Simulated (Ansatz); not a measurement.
# C₂H₆Cl₂Hf: how energies converge with the basis set

An exercise on one series of results from a longer session: the logs are not shown, and one member is left open.

Computed with Ansatz 0.2.0, Gaussian basis. Level: one geometry, several basis sets.

The runs, in order: PBE0-D4/def2-SVP; ωB97M-V/def2-SVP; PBE0-D4/def2-QZVPP; ωB97M-V/def2-QZVPP; the functionals' def2-TZVPP values are taken from earlier runs.

**Structure used throughout**

All runs share one geometry, relaxed beforehand with PBE0-D4 in a triple-zeta def2 set. Hf takes the def2 core potential; no spin-orbit term is included.

11 atoms, charge 0, spin multiplicity 1.

Atoms are counted from 1 here; the program's logs count them from 0.

Bond lengths: C1–Hf2 2.190 Å, C1–H6 1.097 Å, C1–H7 1.096 Å, C1–H8 1.097 Å, Hf2–C3 2.190 Å, Hf2–Cl4 2.344 Å, Hf2–Cl5 2.344 Å, C3–H9 1.097 Å, C3–H10 1.096 Å, C3–H11 1.097 Å. Angles: Hf2–C1–H6 110.8°, Hf2–C1–H7 112.2°, Hf2–C1–H8 110.8°, H6–C1–H7 107.6°, H6–C1–H8 107.7°, H7–C1–H8 107.6°, C1–Hf2–C3 103.6°, C1–Hf2–Cl4 108.6°, C1–Hf2–Cl5 108.6°, C3–Hf2–Cl4 108.6°, C3–Hf2–Cl5 108.7°, Cl4–Hf2–Cl5 117.8°, Hf2–C3–H9 110.8°, Hf2–C3–H10 112.2°, Hf2–C3–H11 110.8°, H9–C3–H10 107.6°, H9–C3–H11 107.7°, H10–C3–H11 107.6°.

The first run:

The input, in.yaml:

```yaml
crystal:
  periodic: [false, false, false]
  atoms:
    - {symbol: C, position_ang: [-1.635447, 0.552451, 0.430386]}
    - {symbol: Hf, position_ang: [0.205876, 0.454970, -0.750538]}
    - {symbol: C, position_ang: [1.428858, -1.009416, 0.323905]}
    - {symbol: Cl, position_ang: [-0.307252, -0.409530, -2.867963]}
    - {symbol: Cl, position_ang: [1.270592, 2.540717, -0.649759]}
    - {symbol: H, position_ang: [-1.423058, 0.873895, 1.457330]}
    - {symbol: H, position_ang: [-2.361607, 1.255697, 0.006574]}
    - {symbol: H, position_ang: [-2.117612, -0.431411, 0.481271]}
    - {symbol: H, position_ang: [1.623574, -0.675795, 1.350502]}
    - {symbol: H, position_ang: [2.398300, -1.173365, -0.160590]}
    - {symbol: H, position_ang: [0.917775, -1.978213, 0.378862]}
basis:
  gaussian: {orbitals: def2-SVP}
hamiltonian: {xc: pbe0, dispersion: d4}
output: {orbitals: {seedname: orbitals}}
```

Run with:

```console
ansatz run in.yaml --threads 4 --pin off --events-out ev --progress --plain --max-ram 11315MiB
```

Among the steps run: PBE0-D4 in def2-SVP; ωB97M-V in def2-SVP; PBE0-D4 in def2-QZVPP; ωB97M-V in def2-QZVPP.

One of the session's tables, all rows but one given; the rest of the session is left out.

It belongs to the step «Functionals by basis». 

```
functional       basis  HOMO (eV)
   PBE0-D4    def2-SVP      -8.11
   PBE0-D4  def2-TZVPP      -8.10
   PBE0-D4  def2-QZVPP      -8.11
   ωB97M-V    def2-SVP     -10.38
   ωB97M-V  def2-TZVPP          ?
   ωB97M-V  def2-QZVPP     -10.41
```

Estimate the missing values for ωB97M-V, def2-TZVPP.

As computed: HOMO (eV): -10.40. In the column «HOMO (eV)» it lies between ωB97M-V, def2-QZVPP (-10.41) and ωB97M-V, def2-SVP (-10.38).
